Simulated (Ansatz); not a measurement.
**BrF (bromine fluoride): revPBE/STO-3G**

Aim: the energy change on altering one bond length of BrF (bromine fluoride) at revPBE/STO-3G, from 2 runs. 

The calculation is run with Ansatz 0.2.0.

44 further runs of the same task are left out: 6 that didn't finish, 38 set aside as unsound or not needed.

## 1. The molecule

BrF has 2 atoms, charge 0, and is taken as a singlet. As SMILES, `FBr`. The shape is that of a PBE0-D4/def2-TZVP optimisation.

Bond lengths: F1–Br2 1.754 Å.

## 2. A single-point energy at revPBE/STO-3G

Input file job.yaml:

```yaml
crystal:
  periodic: [false, false, false]
  atoms:
    - {symbol: F, position_ang: [-0.000000, -0.000000, 0.023210]}
    - {symbol: Br, position_ang: [0.000000, 0.000000, 1.776730]}
basis:
  gaussian: {orbitals: STO-3G}
accuracy: high
hamiltonian: {xc: {name: revPBE}}
```

Command:

```sh
$ ansatz run job.yaml --threads 1 --pin off --max-ram 3480MiB --events-out events.jsonl --progress --plain --runs-dir runs
```

What it wrote:

```text
Warning: RAYON_NUM_THREADS=1 ignored (pool sized by the plan → 1); use --threads N
Functional definition: revPBE
  name "revPBE"
  parameter kappa = 1.245
  parameter beta = 0.06672455060314922
  exchange = pbe_x(kappa = kappa, mu = beta*pi^2/3)
  correlation = pbe_c(beta = beta)
296 factors; integrals over basis functions are off by at most 8.4e-9 eV
mean field evaluation 1: about -71948.5601 eV, gradient 5.5e0 eV
mean field evaluation 2: about -71948.6053 eV, gradient 4.1e0 eV
mean field evaluation 4: about -71948.6741 eV, gradient 2.9e-2 eV
mean field evaluation 8: about -71948.6592 eV, gradient 8.1e-5 eV
mean field -71948.65916399 eV, -2644.0644557239 hartree, gradient 6.2e-9 eV, S^2 0.000000; 0 other end points of the search recorded, 0 dependent functions left out
reference -71948.65916507 eV, -2644.0644557634 hartree; 22, 22 occupied and 1, 1 virtual orbitals, 296 factors
Total energy: -71948.65916507 eV, -2644.0644557634 hartree
```

Run time: 0.38 s. Hardware: 1 thread of Intel Xeon 6975P-C (Granite Rapids), shared host.

## 3. The distorted shape

Input file job.yaml:

```yaml
crystal:
  periodic: [false, false, false]
  atoms:
    - {symbol: F, position_ang: [-0.000000, -0.000000, -0.415170]}
    - {symbol: Br, position_ang: [0.000000, 0.000000, 1.776730]}
basis:
  gaussian: {orbitals: STO-3G}
hamiltonian: {xc: {name: revPBE}}
accuracy: high
```

Command:

```sh
$ ansatz run job.yaml --threads 1 --pin off --max-ram 3480MiB --events-out events.jsonl --progress --plain --runs-dir runs
```

What it wrote (excerpt; [...] marks lines left out):

```text
Warning: RAYON_NUM_THREADS=1 ignored (pool sized by the plan → 1); use --threads N
[... 6 set-up lines as earlier in the session ...]
285 factors; integrals over basis functions are off by at most 2.6e-8 eV
mean field evaluation 1: about -71947.5680 eV, gradient 8.4e0 eV
mean field evaluation 2: about -71943.1737 eV, gradient 2.8e1 eV
mean field evaluation 4: about -71947.8394 eV, gradient 3.4e0 eV
mean field evaluation 8: about -71947.8671 eV, gradient 3.1e-2 eV
mean field evaluation 16: about -71947.8671 eV, gradient 3.4e-9 eV
mean field -71947.86709995 eV, -2644.0353479074 hartree, gradient 3.4e-9 eV, S^2 0.000000; 0 other end points of the search recorded, 0 dependent functions left out
reference -71947.86710107 eV, -2644.0353479485 hartree; 22, 22 occupied and 1, 1 virtual orbitals, 285 factors
Total energy: -71947.86710107 eV, -2644.0353479485 hartree
```

Run time: 0.44 s. Hardware: 1 thread of Intel Xeon 6975P-C (Granite Rapids), shared host.

## 4. Outcome

At revPBE/STO-3G:

| quantity | value |
| --- | --- |
| first shape: total energy | -2644.06446 Eh |
| distorted shape: total energy | -2644.03535 Eh |
| energy change with the F1–Br2 bond stretched from 1.754 to 2.192 Å | 0.792 eV |

**Reading.** With the F1–Br2 bond stretched from 1.754 to 2.192 Å the energy rises by 0.79 eV (76.4 kJ/mol). The first shape isn't relaxed at this level, so the change isn't measured from a minimum. The minimal basis adds a large error of its own.
